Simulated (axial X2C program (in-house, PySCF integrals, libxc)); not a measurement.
# A two-component session on CoS⁺: EOM-EE-CCSD levels

Wanted for CoS⁺: EOM-EE-CCSD levels, at the two-component level.

Computed with an in-house X2C program for linear molecules on PySCF integrals. Level: two-component X2C with atomic mean-field terms, Co dyall-acv3z, S dyall-av3z.

All values are calculated.

## Step 1: The job

File task.json:

```json
{"zs": [27, 16], "q": 1, "bas": ["dyall-acv3z", "dyall-av3z"], "r0": 1.97, "eom": "ee", "thr": -2.0, "nmax": 88}
```

Keys: zs atomic numbers; q charge; bas basis sets; r0 starting distance in Å; eom kind of EOM run; thr threshold in hartree for freezing inner shells (an s shell follows its p shell); nmax most natural virtual spinors.

Run with:

```sh
$ python soeom.py task.json out
```

After this run come: EOM-EE-CCSD at 2.029 Å.

**Question.** What will these runs give? Wanted: next root led by one particle; T1 of the reference.

As calculated:

```
                     quantity                        value
       lowest root at 2.029 Å             Ω = 0⁻, 0.103 eV
next root led by one particle  Ω = 1, about 60 cm⁻¹ higher
          T1 of the reference                        0.114
```

The lowest root lies 0.10 eV above the closed-shell reference. The closed-shell reference lies 2.20 eV above the lowest determinant found, so these energies count from an excited configuration. Errors of 0.1 to 0.3 eV are usual at this size, and roots led by higher excitations are left out, so the list is incomplete, and low states of that kind can be missing. T1 or the largest double amplitude of the reference is raised, which lowers the reliability.
